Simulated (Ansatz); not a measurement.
# RbCaH3: the cost of one run

Method: DFT LDA, scalar-relativistic, plane waves, PAW, in Ansatz 0.2.0.

**1. Starting point**

Symmetry: Pm-3m, No. 221, cubic system. Conventional cell: a = 4.547 Å, b = 4.547 Å, c = 4.547 Å, α = 90.00°, β = 90.00°, γ = 90.00°. Around Rb (site symmetry m-3m) lie 12 H at 3.22 Å. Ca (site symmetry m-3m) is surrounded by 6 H at 2.27 Å. H (site symmetry 4/mmm) is surrounded by 2 Ca at 2.27 Å and 4 Rb at 3.22 Å.

Structure file:

```cif
data_structure
_symmetry_space_group_name_H-M 'P 1'
_symmetry_Int_Tables_number 1
_cell_length_a 4.5470
_cell_length_b 4.5470
_cell_length_c 4.5470
_cell_angle_alpha 90.000
_cell_angle_beta 90.000
_cell_angle_gamma 90.000
_cell_volume 94.01
loop_
_atom_site_label
_atom_site_type_symbol
_atom_site_fract_x
_atom_site_fract_y
_atom_site_fract_z
_atom_site_occupancy
Rb1 Rb 0.00000 0.00000 0.00000 1
Ca1 Ca 0.50000 0.50000 0.50000 1
H1 H 0.00000 0.50000 0.50000 1
H2 H 0.50000 0.00000 0.50000 1
H3 H 0.50000 0.50000 0.00000 1
```

No relaxation comes first: the listed cell is the starting point.

**2. The reference cell**

Reference values: F = -4992.2875 eV; pressure -2.40 GPa; largest force 0.000 eV/Å; gap on the mesh 2.93 eV. It was computed beforehand with the settings of the runs below.

**3. Setting up energy and stress against strain**

The cell is strained by ε times the Voigt pattern (0, 0, 0, 1, 0, 0) (xx, yy, zz, yz, xz, xy; engineering shear), with fractional coordinates fixed (clamped ions). The stress on the pattern is the sum of the stress components weighted by it, tension positive.

**4. Point ε = -0.0600**

input.yaml reads:

```yaml
crystal:
  lattice:
    - [4.547, 0.0, 0.0]
    - [0.0, 4.547, -0.13641]
    - [0.0, -0.13641, 4.547]
  atoms:
    - { symbol: Rb, position: [0.0, 0.0, 0.0] }
    - { symbol: Ca, position: [0.5, 0.5, 0.5] }
    - { symbol: H, position: [0.0, 0.5, 0.5] }
    - { symbol: H, position: [0.5, 0.0, 0.5] }
    - { symbol: H, position: [0.5, 0.5, 0.0] }
basis:
  ecutwfc: 420
kpoints:
  mp_grid: { grid: [6, 6, 6] }
hamiltonian:
  xc: lda
scf:
  occupations: { method: gaussian, width: 0.05 }
output:
  forces: true
  stress: true
  eigenvalues: true
```

Command:

```bash
ansatz run input.yaml --threads 1 --pin off --max-ram 2560MiB --backend cpu --events-out ev --progress --plain --runs-dir out
```

What time and memory should one allow on 1 thread of Arm Neoverse V1, shared host?

About 4 s, with a peak of 0.34 GiB.
